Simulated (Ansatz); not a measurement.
# CH₅ClGeSe: up Jacob's ladder to CCSD(T)

One table from this session's results is given with a row withheld; the runs are named, their logs left out.

The runs use Ansatz 0.2.0, Gaussian basis; functionals in def2-TZVPP, the program's frozen cores in correlated methods.

The runs, in order: LDA (SPW92), PBE-D4, revPBE-D4, BLYP-D4, r2SCAN-D4, B97M-V, PBE0-D4, B3LYP-D4, r2SCANh-D4, r2SCAN0-D4, HSE06-D4, BHLYP-D4, CAM-B3LYP-D4, LC-ωPBE, ωB97X-V, ωB97M-V, B2PLYP, PBE-QIDH; CCSD(T)/def2-SVP; CCSD(T)/def2-TZVPP; MP2/def2-QZVPP; extrapolation to the limit; RPA on PBE.

**The relaxed structure**

All runs share one geometry, relaxed beforehand with PBE0-D4 in a triple-zeta def2 set.

SMILES `[CH3][GeH]([Cl])[SeH]`, 9 atoms, charge 0, spin multiplicity 1.

Atoms are counted from 1 here; the program's logs count them from 0.

Bond lengths: C1–Ge2 1.939 Å, C1–H5 1.090 Å, C1–H6 1.090 Å, C1–H7 1.091 Å, Ge2–Cl3 2.166 Å, Ge2–Se4 2.346 Å, Ge2–H8 1.535 Å, Se4–H9 1.469 Å. Angles: Ge2–C1–H5 109.7°, Ge2–C1–H6 109.5°, Ge2–C1–H7 109.4°, H5–C1–H6 109.4°, H5–C1–H7 109.8°, H6–C1–H7 109.1°, C1–Ge2–Cl3 106.5°, C1–Ge2–Se4 112.3°, C1–Ge2–H8 115.1°, Cl3–Ge2–Se4 110.3°, Cl3–Ge2–H8 106.4°, Se4–Ge2–H8 106.0°, Ge2–Se4–H9 92.2°.

Set-up of the first run:

File in.yaml:

```yaml
crystal:
  periodic: [false, false, false]
  atoms:
    - {symbol: C, position_ang: [0.007973, 0.627789, -1.078859]}
    - {symbol: Ge, position_ang: [0.311673, -0.744615, 0.256596]}
    - {symbol: Cl, position_ang: [2.229260, -0.308263, 1.163246]}
    - {symbol: Se, position_ang: [-1.371017, -0.785505, 1.890180]}
    - {symbol: H, position_ang: [-0.939474, 0.443736, -1.586265]}
    - {symbol: H, position_ang: [-0.024017, 1.604098, -0.595313]}
    - {symbol: H, position_ang: [0.823146, 0.615261, -1.803172]}
    - {symbol: H, position_ang: [0.405788, -2.175770, -0.289909]}
    - {symbol: H, position_ang: [-1.354734, 0.677070, 2.026295]}
basis:
  gaussian: {orbitals: def2-TZVPP}
hamiltonian: {xc: lda}
output: {orbitals: {seedname: orbitals}}
```

Command:

```sh
ansatz run in.yaml --threads 4 --pin off --events-out ev --progress --plain --max-ram 10444MiB
```

Steps of the session up to this table: LDA; PBE-D4 (GGA); revPBE-D4 (GGA); BLYP-D4 (GGA); r2SCAN-D4 (meta-GGA); B97M-V (meta-GGA); PBE0-D4 (hybrid); B3LYP-D4 (hybrid); r2SCANh-D4 (hybrid); r2SCAN0-D4 (hybrid); HSE06-D4 (hybrid); BHLYP-D4 (hybrid); CAM-B3LYP-D4 (range-separated); LC-ωPBE (range-separated); ωB97X-V (range-separated); ωB97M-V (range-separated); B2PLYP (double hybrid); PBE-QIDH (double hybrid).

One table of the session follows, with a row left open; its other results are not shown here.

It belongs to the step «Frontier levels by functional». 

| functional | HOMO (eV) | gap (eV) |
| --- | --- | --- |
| LDA (SPW92) | -6.21 | 4.51 |
| PBE-D4 | -6.07 | 4.61 |
| revPBE-D4 | -6.02 | 4.65 |
| BLYP-D4 | -5.89 | 4.50 |
| r2SCAN-D4 | -6.36 | 5.14 |
| B97M-V | -6.43 | 5.27 |
| PBE0-D4 | -7.23 | 6.68 |
| B3LYP-D4 | ? | ? |
| r2SCANh-D4 | -6.78 | 5.89 |
| r2SCAN0-D4 | -7.42 | 7.01 |
| HSE06-D4 | -6.84 | 5.92 |
| BHLYP-D4 | -8.23 | 8.64 |
| CAM-B3LYP-D4 | -8.51 | 8.96 |
| LC-ωPBE | -9.89 | 11.54 |
| ωB97X-V | -9.54 | 11.09 |
| ωB97M-V | -9.39 | 10.76 |

**Question.** Estimate the row for B3LYP-D4.

Worked estimate for «HOMO (eV)». Against the share of exact exchange, BLYP-D4 (0, -5.89), BHLYP-D4 (0.5, -8.23) give a slope of -4.68 per unit share; at 0.2 the line stands at -6.83.

The run gave: HOMO (eV): -6.98; gap (eV): 6.15. In «HOMO (eV)» the line misses by +0.15.
